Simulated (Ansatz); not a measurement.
Wanted: the native input for an Ansatz 0.2.0 run.

| Item | Value |
| --- | --- |
| Task | phonons |
| Functional | PBEsol |
| Potentials or basis | all-electron LAPW, scalar-relativistic |
| Cutoff | 161 eV (chosen from the basis error) |
| Basis error allowed | 0.002 eV/atom |
| k mesh | 6 × 6 × 6 |
| Occupations | fermi-dirac, width 0.05 eV |
| Spin | no spin polarisation |

Crystal: Sn3Se.

```
Sn Se
1.0
     4.74188    0.00000    0.00000
     0.00000    4.74188    0.00000
     0.00000    0.00000    4.74188
Sn Se
3 1
Direct
  0.50000 0.50000 0.00000
  0.50000 0.00000 0.50000
  0.00000 0.50000 0.50000
  0.00000 0.00000 0.00000
```

The cell comes from a database or a generator and needn't be the stable form of this composition.

These files were run (other wordings do the same):

input.yaml

```yaml
crystal:
  lattice:
    - [4.741879, 0.0, 0.0]
    - [0.0, 4.741879, 0.0]
    - [0.0, 0.0, 4.741879]
  atoms:
    - { symbol: Sn, position: [0.5, 0.5, 0.0] }
    - { symbol: Sn, position: [0.5, 0.0, 0.5] }
    - { symbol: Sn, position: [0.0, 0.5, 0.5] }
    - { symbol: Se, position: [0.0, 0.0, 0.0] }
kpoints:
  mp_grid: { grid: [6, 6, 6] }
scf:
  occupations: { method: fermi_dirac, width: 0.05 }
hamiltonian:
  xc: pbesol
  pseudopotentials: { kind: all_electron, lapw: { basis_error: 0.002 } }
output: {}
phonons:
  method: fd
  supercell: [1, 1, 1]
```

Potentials or basis: all-electron LAPW, scalar-relativistic.

Command:

```console
$ ansatz run input.yaml --threads 2 --pin off --max-ram 8192MiB --backend cpu --events-out ev --progress --plain --runs-dir out
```

It gave:

```json
{
  "Band gap on the k mesh": "none (metal or under the smearing width)",
  "Highest phonon frequency at Γ": "75 cm⁻¹",
  "Most unstable mode": "58i cm⁻¹"
}
```

Caveat: a metal's response needs a denser mesh; some modes are imaginary.

Run time: 2.3 min on 2 threads of Intel(R) Xeon(R) Processor @ 2.50GHz (Skylake/Cascade Lake), with other jobs on the host, peak memory 0.63 GiB.
